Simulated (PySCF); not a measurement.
# Iron: the same states on changed settings

Aim: see what changed settings do to total energies and their difference. The change: basis STO-3G, all-electron and non-relativistic, unsound on purpose. A sound run of the same states serves as the yardstick.

Method: unrestricted determinants in a Gaussian basis, no spin-orbit coupling in the energies. Code: PySCF 2.14.0.

4 further runs of the same task are left out: 4 that didn't finish.

## 1. The system

```
Element                                   : iron (Z = 26)
Basis                                     : STO-3G (4s3p1d, 18 functions)
Hamiltonian                               : the non-relativistic Hamiltonian (point nucleus)
State 1                                   : Fe: [Ar] 3d6 4s2, high-spin 5D determinant
State 2                                   : Fe⁺: [Ar] 3d6 4s1, high-spin 6D determinant
Methods                                   : UHF, M06-L, r2SCAN, MP2
Core shells frozen in the correlated runs : valence: [Ar] (for Fe)
```

Outer shells as boxes (Hund's rule):

Fe [Ar] 3d6 4s2
```
[Ar] core
3d [↑↓][↑ ][↑ ][↑ ][↑ ]
4s [↑↓]
```

Fe+ [Ar] 3d6 4s1
```
[Ar] core
3d [↑↓][↑ ][↑ ][↑ ][↑ ]
4s [↑ ]
```

The sound run (x2c-TZVPall, the spin-free X2C one-electron Hamiltonian (Gaussian nucleus), symmetry-adapted start, fine grid, valence correlation) gave:

```
species         method  energy (hartree)
     Fe            UHF       -1271.33647
     Fe          M06-L       -1272.53270
     Fe         r2SCAN       -1272.57361
     Fe  MP2 (valence)       -1271.48427
    Fe⁺            UHF       -1271.09989
    Fe⁺          M06-L       -1272.23657
    Fe⁺         r2SCAN       -1272.28903
    Fe⁺  MP2 (valence)       -1271.21433
```

One driver process ran all states and methods and kept the integrals in memory. Each run is shown as a PySCF script that sums up its settings (the driver passes frozen orbitals as a list and adds second-order terms of double hybrids); the logs are those of the runs themselves. The driver starts from symmetry-adapted Hartree-Fock orbitals, holds the occupation by maximum overlap and uses a logarithmic radial grid for functionals, so a plain start would take other cycles.

The driver's launch:

```console
$ OMP_NUM_THREADS=1 python atomrun2.py TASK.json OUT
```

The integrals over 18 functions and the set-up took 0.04 s of CPU time.

## 2. Changed run, Fe

**UHF**

input.py

```python
from pyscf import gto, scf, dft, mp, cc
import basis_set_exchange as bse
mol = gto.M(atom="Fe 0 0 0", charge=0, spin=4, symmetry="D2h",
            basis=gto.basis.parse(bse.get_basis("STO-3G", elements=["Fe"], fmt="nwchem", header=False)))
mf = scf.UHF(mol)
mf.irrep_nelec = {'Ag': (6, 4), 'B1g': (1, 1), 'B2g': (1, 0), 'B3g': (1, 0), 'B1u': (2, 2), 'B2u': (2, 2), 'B3u': (2, 2)}
mf.kernel()
```

Log:

```text
damping factor = 0
level_shift factor = 0
DIIS = <class 'pyscf.scf.diis.CDIIS'>
diis_start_cycle = 1
diis_space = 10
diis_damp = 0
SCF conv_tol = 1e-09
SCF conv_tol_grad = None
number electrons alpha = 15  beta = 11
cycle= 1 E= -1248.75843499331  delta_E= -3.08e-08  |g|= 6.46e-05  |ddm|= 0.0002
cycle= 2 E= -1248.75843499636  delta_E= -3.05e-09  |g|= 1.98e-05  |ddm|= 6.5e-05
cycle= 3 E= -1248.75843499673  delta_E= -3.68e-10  |g|= 1.01e-06  |ddm|= 3.08e-05
converged SCF energy = -1248.75843499673  <S^2> = 6.0021319  2S+1 = 5.0008527
```

It took 0.08 s on 1 thread of Neoverse-N1, shared host, the integrals not counted.

Orbital energies by shell (radii are means over both spins):

```
shell  electrons  mean orbital energy (eV)  spread (eV)  rms radius (bohr)
 1s α          1                   -7029.9            0             0.0690
 1s β          1                   -7029.9            0             0.0690
 2s α          1                   -845.18            0              0.286
 2s β          1                   -843.26            0              0.286
 2p α          3                   -734.83        0.914              0.263
 2p β          3                   -732.90        0.338              0.263
 3s α          1                   -107.88            0              0.900
 3s β          1                   -96.700            0              0.900
 3p α          3                   -71.155        2.466              0.947
 3p β          3                   -57.578        1.578              0.947
 4s α          1                    -5.344            0               3.09
 4s β          1                    -5.057            0               3.09
 3d α          5                    -3.454        2.851               1.01
 3d β          1                     3.160            0               1.01
```

⟨S²⟩ = 6.002, ⟨L²⟩ = 6.00.

At UHF the highest occupied level has a positive energy, a sign that the basis describes that shell poorly.

**M06-L**

input.py differs from the last one in:

```diff
@@ -4,3 +4,3 @@
             basis=gto.basis.parse(bse.get_basis("STO-3G", elements=["Fe"], fmt="nwchem", header=False)))
-mf = scf.UHF(mol)
+mf = dft.UKS(mol, xc="M06L")
 mf.irrep_nelec = {'Ag': (6, 4), 'B1g': (1, 1), 'B2g': (1, 0), 'B3g': (1, 0), 'B1u': (2, 2), 'B2u': (2, 2), 'B3u': (2, 2)}
```

Log:

```text
damping factor = 0
level_shift factor = 0
DIIS = <class 'pyscf.scf.diis.CDIIS'>
diis_start_cycle = 1
diis_space = 10
diis_damp = 0
SCF conv_tol = 1e-09
SCF conv_tol_grad = None
number electrons alpha = 15  beta = 11
XC functionals = M06L
    Y. Zhao and D. G. Truhlar.,  J. Chem. Phys. 125, 194101 (2006)
    Y. Zhao and D. G. Truhlar.,  J. Chem. Phys. 125, 194101 (2006)
    Y. Zhao and D. G. Truhlar.,  Theor. Chem. Acc. 120, 215 (2008)
cycle= 1 E= -1249.70998883759  delta_E= -0.00144  |g|= 0.00458  |ddm|= 0.0475
cycle= 2 E= -1249.70999889724  delta_E= -1.01e-05  |g|= 0.000447  |ddm|= 0.00426
cycle= 3 E= -1249.70999899349  delta_E= -9.63e-08  |g|= 1.53e-05  |ddm|= 0.000384
cycle= 4 E= -1249.70999899378  delta_E= -2.82e-10  |g|= 5.35e-07  |ddm|= 3.03e-05
converged SCF energy = -1249.70999899378  <S^2> = 6.0010426  2S+1 = 5.000417
```

It took 0.48 s on 1 thread of Neoverse-N1, shared host, the integrals not counted.

At M06-L the highest occupied level has a positive energy, a sign that the basis describes that shell poorly.

**r2SCAN**

input.py differs from the last one in:

```diff
@@ -4,3 +4,3 @@
             basis=gto.basis.parse(bse.get_basis("STO-3G", elements=["Fe"], fmt="nwchem", header=False)))
-mf = dft.UKS(mol, xc="M06L")
+mf = dft.UKS(mol, xc="R2SCAN")
 mf.irrep_nelec = {'Ag': (6, 4), 'B1g': (1, 1), 'B2g': (1, 0), 'B3g': (1, 0), 'B1u': (2, 2), 'B2u': (2, 2), 'B3u': (2, 2)}
```

Log:

```text
damping factor = 0
level_shift factor = 0
DIIS = <class 'pyscf.scf.diis.CDIIS'>
diis_start_cycle = 1
diis_space = 10
diis_damp = 0
SCF conv_tol = 1e-09
SCF conv_tol_grad = None
number electrons alpha = 15  beta = 11
XC functionals = R2SCAN
    J. W. Furness, A. D. Kaplan, J. Ning, J. P. Perdew, and J. Sun.,  J. Phys. Chem. Lett. 11, 8208-8215 (2020)
    J. W. Furness, A. D. Kaplan, J. Ning, J. P. Perdew, and J. Sun.,  J. Phys. Chem. Lett. 11, 9248-9248 (2020)
    J. W. Furness, A. D. Kaplan, J. Ning, J. P. Perdew, and J. Sun.,  J. Phys. Chem. Lett. 11, 8208-8215 (2020)
    J. W. Furness, A. D. Kaplan, J. Ning, J. P. Perdew, and J. Sun.,  J. Phys. Chem. Lett. 11, 9248-9248 (2020)
cycle= 1 E= -1249.74814436657  delta_E= -0.00149  |g|= 0.00583  |ddm|= 0.0492
cycle= 2 E= -1249.74816002652  delta_E= -1.57e-05  |g|= 0.000699  |ddm|= 0.00536
cycle= 3 E= -1249.74816025363  delta_E= -2.27e-07  |g|= 1.37e-06  |ddm|= 0.00057
cycle= 4 E= -1249.74816025363  delta_E= -2.05e-12  |g|= 2.02e-08  |ddm|= 1.83e-06
converged SCF energy = -1249.74816025363  <S^2> = 6.0012627  2S+1 = 5.0005051
```

It took 0.48 s on 1 thread of Neoverse-N1, shared host, the integrals not counted.

At r2SCAN the highest occupied level has a positive energy, a sign that the basis describes that shell poorly.

**MP2 (valence)**

input.py

```python
from pyscf import gto, scf, dft, mp, cc
import basis_set_exchange as bse
mol = gto.M(atom="Fe 0 0 0", charge=0, spin=4, symmetry="D2h",
            basis=gto.basis.parse(bse.get_basis("STO-3G", elements=["Fe"], fmt="nwchem", header=False)))
mf = scf.UHF(mol)
mf.irrep_nelec = {'Ag': (6, 4), 'B1g': (1, 1), 'B2g': (1, 0), 'B3g': (1, 0), 'B1u': (2, 2), 'B2u': (2, 2), 'B3u': (2, 2)}
mf.kernel()
mp.UMP2(mf, frozen=9).kernel()
```

This step left no log, only its results.

It took 0.01 s on 1 thread of Neoverse-N1, shared host, the integrals not counted.

With 8 electrons correlated, the MP2 correlation energy is -0.02016 hartree (-0.00010 same spin, -0.02006 opposite spin); the SCS form gives -0.02410. Largest pairs of shells: 4s-4s -0.0192, 3d-4s -0.0006, 3d-3d -0.0004.

## 3. Changed run, Fe⁺: the ladder of methods

**UHF**

input.py

```python
from pyscf import gto, scf, dft, mp, cc
import basis_set_exchange as bse
mol = gto.M(atom="Fe 0 0 0", charge=1, spin=5, symmetry="D2h",
            basis=gto.basis.parse(bse.get_basis("STO-3G", elements=["Fe"], fmt="nwchem", header=False)))
mf = scf.UHF(mol)
mf.irrep_nelec = {'Ag': (6, 3), 'B1g': (1, 1), 'B2g': (1, 0), 'B3g': (1, 0), 'B1u': (2, 2), 'B2u': (2, 2), 'B3u': (2, 2)}
mf.kernel()
```

Log:

```text
damping factor = 0
level_shift factor = 0
DIIS = <class 'pyscf.scf.diis.CDIIS'>
diis_start_cycle = 1
diis_space = 10
diis_damp = 0
SCF conv_tol = 1e-09
SCF conv_tol_grad = None
number electrons alpha = 15  beta = 10
cycle= 1 E= -1248.57315422737  delta_E= -6.77e-09  |g|= 3.19e-05  |ddm|= 5.64e-05
cycle= 2 E= -1248.57315422764  delta_E= -2.7e-10  |g|= 6.44e-06  |ddm|= 1.15e-05
converged SCF energy = -1248.57315422764  <S^2> = 8.7512577  2S+1 = 6.0004192
```

Time after the integrals: 0.06 s (1 thread of Neoverse-N1, shared host).

The occupied shells:

```
shell  electrons  mean orbital energy (eV)  spread (eV)  rms radius (bohr)
 1s α          1                   -7040.6            0             0.0690
 1s β          1                   -7040.5            0             0.0690
 2s α          1                   -855.67            0              0.286
 2s β          1                   -853.64            0              0.286
 2p α          3                   -745.33        0.913              0.263
 2p β          3                   -743.37        0.339              0.263
 3s α          1                   -118.15            0              0.900
 3s β          1                   -106.71            0              0.900
 3p α          3                   -81.418        2.465              0.941
 3p β          3                   -67.738        1.577              0.941
 3d α          5                   -13.685        2.868               1.00
 4s α          1                   -13.648            0               3.09
 3d β          1                    -7.003            0               1.00
```

⟨S²⟩ = 8.751, ⟨L²⟩ = 6.00.

**M06-L**

input.py differs from the last one in:

```diff
@@ -4,3 +4,3 @@
             basis=gto.basis.parse(bse.get_basis("STO-3G", elements=["Fe"], fmt="nwchem", header=False)))
-mf = scf.UHF(mol)
+mf = dft.UKS(mol, xc="M06L")
 mf.irrep_nelec = {'Ag': (6, 3), 'B1g': (1, 1), 'B2g': (1, 0), 'B3g': (1, 0), 'B1u': (2, 2), 'B2u': (2, 2), 'B3u': (2, 2)}
```

Log:

```text
damping factor = 0
level_shift factor = 0
DIIS = <class 'pyscf.scf.diis.CDIIS'>
diis_start_cycle = 1
diis_space = 10
diis_damp = 0
SCF conv_tol = 1e-09
SCF conv_tol_grad = None
number electrons alpha = 15  beta = 10
XC functionals = M06L
    Y. Zhao and D. G. Truhlar.,  J. Chem. Phys. 125, 194101 (2006)
    Y. Zhao and D. G. Truhlar.,  J. Chem. Phys. 125, 194101 (2006)
    Y. Zhao and D. G. Truhlar.,  Theor. Chem. Acc. 120, 215 (2008)
cycle= 1 E= -1249.46968780661  delta_E= -0.00109  |g|= 0.00261  |ddm|= 0.0377
cycle= 2 E= -1249.46969081355  delta_E= -3.01e-06  |g|= 0.000189  |ddm|= 0.00213
cycle= 3 E= -1249.46969083007  delta_E= -1.65e-08  |g|= 1.76e-05  |ddm|= 0.000147
cycle= 4 E= -1249.46969083025  delta_E= -1.82e-10  |g|= 9.36e-08  |ddm|= 1.78e-05
converged SCF energy = -1249.46969083025  <S^2> = 8.7503312  2S+1 = 6.0001104
```

Time after the integrals: 0.47 s (1 thread of Neoverse-N1, shared host).

At M06-L the highest occupied level has a positive energy, a sign that the basis describes that shell poorly.

**r2SCAN**

input.py differs from the last one in:

```diff
@@ -4,3 +4,3 @@
             basis=gto.basis.parse(bse.get_basis("STO-3G", elements=["Fe"], fmt="nwchem", header=False)))
-mf = dft.UKS(mol, xc="M06L")
+mf = dft.UKS(mol, xc="R2SCAN")
 mf.irrep_nelec = {'Ag': (6, 3), 'B1g': (1, 1), 'B2g': (1, 0), 'B3g': (1, 0), 'B1u': (2, 2), 'B2u': (2, 2), 'B3u': (2, 2)}
```

Log:

```text
damping factor = 0
level_shift factor = 0
DIIS = <class 'pyscf.scf.diis.CDIIS'>
diis_start_cycle = 1
diis_space = 10
diis_damp = 0
SCF conv_tol = 1e-09
SCF conv_tol_grad = None
number electrons alpha = 15  beta = 10
XC functionals = R2SCAN
    J. W. Furness, A. D. Kaplan, J. Ning, J. P. Perdew, and J. Sun.,  J. Phys. Chem. Lett. 11, 8208-8215 (2020)
    J. W. Furness, A. D. Kaplan, J. Ning, J. P. Perdew, and J. Sun.,  J. Phys. Chem. Lett. 11, 9248-9248 (2020)
    J. W. Furness, A. D. Kaplan, J. Ning, J. P. Perdew, and J. Sun.,  J. Phys. Chem. Lett. 11, 8208-8215 (2020)
    J. W. Furness, A. D. Kaplan, J. Ning, J. P. Perdew, and J. Sun.,  J. Phys. Chem. Lett. 11, 9248-9248 (2020)
cycle= 1 E= -1249.52394186487  delta_E= -0.00128  |g|= 0.00479  |ddm|= 0.0426
cycle= 2 E= -1249.52395153885  delta_E= -9.67e-06  |g|= 0.000496  |ddm|= 0.004
cycle= 3 E= -1249.52395164398  delta_E= -1.05e-07  |g|= 1.17e-06  |ddm|= 0.000375
cycle= 4 E= -1249.52395164398  delta_E= -9.09e-13  |g|= 1.36e-08  |ddm|= 9.55e-07
converged SCF energy = -1249.52395164398  <S^2> = 8.7505835  2S+1 = 6.0001945
```

Time after the integrals: 0.47 s (1 thread of Neoverse-N1, shared host).

At r2SCAN the highest occupied level has a positive energy, a sign that the basis describes that shell poorly.

**MP2 (valence)**

input.py

```python
from pyscf import gto, scf, dft, mp, cc
import basis_set_exchange as bse
mol = gto.M(atom="Fe 0 0 0", charge=1, spin=5, symmetry="D2h",
            basis=gto.basis.parse(bse.get_basis("STO-3G", elements=["Fe"], fmt="nwchem", header=False)))
mf = scf.UHF(mol)
mf.irrep_nelec = {'Ag': (6, 3), 'B1g': (1, 1), 'B2g': (1, 0), 'B3g': (1, 0), 'B1u': (2, 2), 'B2u': (2, 2), 'B3u': (2, 2)}
mf.kernel()
mp.UMP2(mf, frozen=9).kernel()
```

This step left no log, only its results.

It took 0.01 s on 1 thread of Neoverse-N1, shared host, the integrals not counted.

With 7 electrons correlated, the MP2 correlation energy is -0.00031 hartree (-0.00008 same spin, -0.00023 opposite spin); the SCS form gives -0.00030. Largest pairs of shells: 3d-3d -0.0003, 3d-4s -0.0001, 4s-4s 0.0000.

## 4. What moved

```
species         method  converged  energy less sound run (eV)
     Fe            UHF        yes                   +614.3797
     Fe          M06-L        yes                   +621.0374
     Fe         r2SCAN        yes                   +621.1120
     Fe  MP2 (valence)        yes                   +617.8530
    Fe⁺            UHF        yes                   +612.9837
    Fe⁺          M06-L        yes                   +619.5184
    Fe⁺         r2SCAN        yes                   +619.4694
    Fe⁺  MP2 (valence)        yes                   +616.0894
```

Ionisation energy of Fe:

```
 method  sound run (eV)  changed run (eV)  shift (eV)
    UHF           6.438             5.042      -1.396
  M06-L           8.058             6.539      -1.519
    MP2           7.345             5.582      -1.764
SCS-MP2           7.501             5.689      -1.812
```

Not in this table, because a run did not converge or left the intended configuration: r2SCAN.

## 5. Results

| quantity | value |
| --- | --- |
| change | basis STO-3G, all-electron and non-relativistic |
| runs converged | 8 of 8 |
| largest shift of a converged total energy | 621 eV |
| largest shift of the ionisation energy among the methods in its table | -1.812 eV (SCS-MP2) |

In words: The ionisation energy moves by up to 1.81 eV, at SCS-MP2. A minimal basis describes the outer orbitals poorly and treats the two species unevenly. The Hamiltonian changed with the basis, so the totals do not compare. The setting is unsound on purpose, so these numbers are no properties of the atom.
